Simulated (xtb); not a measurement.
**CH8AlB2N (SMILES B[N]([AlH2])BC): GFN2-xTB**

Wanted: a geometry optimisation of CH8AlB2N. 

Program for the calculation: xtb 6.7.1.

1 further run of the same task is left out (set aside as unsound or not needed).

### 1 Starting point

The species is CH8AlB2N (13 atoms), meant as a singlet with charge 0. SMILES: `B[N]([AlH2])BC`. All atoms were displaced at random from a relaxed shape. The run starts from this shape.

Bond lengths: B1–N2 1.508 Å, N2–Al3 1.919 Å, N2–B4 1.298 Å, B4–C5 1.759 Å, B1–H6 1.325 Å, B1–H7 1.124 Å, Al3–H8 1.348 Å, Al3–H9 1.649 Å, B4–H10 1.177 Å, C5–H11 1.086 Å, C5–H12 1.040 Å, C5–H13 1.193 Å. Some angles: B1–N2–Al3 112.9°, B1–N2–B4 122.7°, Al3–N2–B4 124.1°, N2–B4–C5 111.6°, N2–B1–H6 115.0°, N2–B1–H7 121.1°, N2–Al3–H8 123.4°, N2–Al3–H9 112.9°, N2–B4–H10 133.8°, C5–B4–H10 114.4°.

### 2 A geometry optimisation at GFN2-xTB

Contents of input.inp:

```
$opt
   engine=inertial
$end
```

Contents of struc.xyz:

```xyz
13

B      0.804280     1.456530     1.407000
N      0.305430     0.418050     0.433360
Al    -0.427490    -1.129530     1.300220
B      0.283160     0.612450    -0.849480
C     -0.566900    -0.680430    -1.686670
H      1.527280     2.427100     0.867530
H      0.782820     1.271460     2.515050
H      0.276830    -2.256240     1.528720
H     -1.988090    -0.913870     1.787860
H      0.767760     1.416040    -1.559330
H     -0.949580    -1.310030    -0.888540
H     -1.280610    -0.248120    -2.307830
H      0.362580    -1.138790    -2.277820
```

On the command line:

```bash
$ xtb struc.xyz -I input.inp --opt tight | tee run.log
```

What values should one expect? Wanted: total energy at the end; dipole moment; HOMO energy; LUMO energy; HOMO–LUMO gap; dispersion energy; mean polarisability.

Answer, from the run:

At GFN2-xTB:

```
                      quantity          value
       total energy at the end   -12.74887 Eh
                 dipole moment         1.53 D
                   HOMO energy      -10.59 eV
                   LUMO energy       -6.81 eV
                 HOMO–LUMO gap        3.78 eV
             dispersion energy  -19.76 kJ/mol
mean polarisability (D4 model)     75.5 bohr³
```

At the final geometry: Bond lengths: B1–N2 1.426 Å, N2–Al3 1.842 Å, N2–B4 1.428 Å, B4–C5 1.584 Å, B1–H6 1.172 Å, B1–H7 1.181 Å, Al3–H8 1.544 Å, Al3–H9 1.543 Å, B4–H10 1.173 Å, C5–H11 1.108 Å, C5–H12 1.089 Å, C5–H13 1.089 Å. Some angles: B1–N2–Al3 119.6°, B1–N2–B4 123.9°, Al3–N2–B4 116.5°, N2–B4–C5 116.2°, N2–B1–H6 121.4°, N2–B1–H7 117.4°, N2–Al3–H8 119.6°, N2–Al3–H9 120.3°, N2–B4–H10 121.9°, C5–B4–H10 121.9°. The optimisation took 96 steps and changed the energy by -1.748 eV.
